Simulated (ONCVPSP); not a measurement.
# Pseudopotential generation for Br: ONCV, BLYP

Aim: build the potential from the settings below, then test how well it stands in for the atom: other configurations, scattering, ghost states and the plane-wave cutoff that it needs.

The numbers are computed with ONCVPSP 4.0.1 (BLYP, scalar-relativistic, spin-unpolarised reference atom).

### 1 The design

The settings as typed:

```json
{
  "element": "bromine (Br, Z = 35)",
  "type": "optimised norm-conserving Vanderbilt (ONCV)",
  "frozen core": "[Ne]",
  "valence charge": "25",
  "reference configuration": "3s2 3p6 3d10 4s2 4p4 (charge +1)",
  "partial waves": "3s+4s: rc 0.95 bohr, ncon 4, nbas 8, qcut 16.2 1/bohr, 2 projectors; 3p+4p: rc 0.90 bohr, ncon 4, nbas 9, qcut 16.7 1/bohr, 2 projectors; 3d: rc 1.15 bohr, ncon 4, nbas 8, qcut 14.8 1/bohr, 2 projectors, debl 3.1 Ha; f scattering state at 0.42 Ha: rc 1.05 bohr, ncon 3, nbas 8, qcut 9.1 1/bohr, 2 projectors, debl 3.2 Ha",
  "local potential": "polynomial inside 0.80 bohr (lpopt 1, dvloc0 -1 Ha)",
  "core correction": "not asked for"
}
```

The outer shells as boxes (Hund's rule for the drawing; the calculation is spin-unpolarised):

```
[Ne] core
3s [↑↓]
3p [↑↓][↑↓][↑↓]
3d [↑↓][↑↓][↑↓][↑↓][↑↓]
4s [↑↓]
4p [↑↓][↑ ][↑ ]
```

An earlier all-electron run gives the scale for the radii.

All-electron outer shells of the reference configuration (BLYP, scalar-relativistic, ld1.x):

| shell | level (eV) | outermost node (bohr) | outermost maximum (bohr) |
| --- | --- | --- | --- |
| 2s | -1744.64 | 0.06 | 0.16 |
| 2p | -1540.37 | – | 0.13 |
| 3s | -248.92 | 0.23 | 0.48 |
| 3p | -184.45 | 0.21 | 0.48 |
| 3d | -77.78 | – | 0.43 |
| 4s | -30.28 | 0.67 | 1.39 |
| 4p | -17.32 | 0.70 | 1.62 |

### 2 Generating the potential

Input file Br.dat:

```
# ATOM AND REFERENCE CONFIGURATION
# atsym  z   nc   nv     iexc    psfile
  Br 35.00    3    5  -106131      upf
#
#   n    l    f
    1    0    2.00
    2    0    2.00
    2    1    6.00
    3    0    2.00
    3    1    6.00
    3    2   10.00
    4    0    2.00
    4    1    4.00
#
# PSEUDOPOTENTIAL AND OPTIMIZATION
# lmax
    3
#
#   l,   rc,      ep,       ncon, nbas, qcut
    0    0.95    0.00    4    8   16.20
    1    0.90    0.00    4    9   16.70
    2    1.15    0.00    4    8   14.80
    3    1.05    0.42    3    8    9.10
#
# LOCAL POTENTIAL
# lloc, lpopt,  rc(5),   dvloc0
    4    1    0.80   -1.00
#
# VANDERBILT-KLEINMAN-BYLANDER PROJECTORs
# l, nproj, debl
    0    2    2.60
    1    2    1.80
    2    2    3.10
    3    2    3.20
#
# MODEL CORE CHARGE
# icmod, fcfact, rcfact
    0    0.00    0.00
#
# LOG DERIVATIVE ANALYSIS
# epsh1, epsh2, depsh
  -11.00    5.00    0.04
#
# OUTPUT GRID
# rlmax, drl
    6.00    0.01
#
# TEST CONFIGURATIONS
# ncnf
    4
# nvcnf
#   n    l    f
    5
    3    0    2.00
    3    1    6.00
    3    2   10.00
    4    0    2.00
    4    1    5.00
#
    5
    3    0    2.00
    3    1    6.00
    3    2   10.00
    4    0    2.00
    4    1    3.00
#
    5
    3    0    2.00
    3    1    6.00
    3    2   10.00
    4    0    2.00
    4    1    2.00
#
    5
    3    0    2.00
    3    1    6.00
    3    2   10.00
    4    0    1.00
    4    1    5.00
#
```

Command:

```bash
$ oncvpsp.x < Br.dat > Br.out
```

Before running it: what results should come out? Wanted: cutoffs for 1 and 0.1 mHa per electron, occupied waves; bound ghosts; GHOST(+) flags; largest miss of a reference level; largest test error; largest phase difference near zero energy, channels read.

As calculated:

| quantity | value |
| --- | --- |
| cutoffs for 1 and 0.1 mHa per electron, occupied waves | 87 Ha and 97 Ha |
| bound ghosts | none found |
| GHOST(+) flags | none at low energy |
| largest miss of a reference level | 13 meV (3p) |
| largest test error (AE − PS) | -9.6 meV, for 3s2 3p6 3d10 4s2 4p2 |
| largest phase difference near zero energy, channels read | 0.000 rad |

**Reading.** By total energies transferability is good: the largest error is 9.6 meV on 56.5 eV, for 3s2 3p6 3d10 4s2 4p2. The potential is very hard: the looser tolerance needs 87 Ha. No bound ghost shows below the valence levels. Near zero energy the phases of the channels with partial waves agree within 0.001 rad. These are tests on the free atom; a crystal test is still owed.
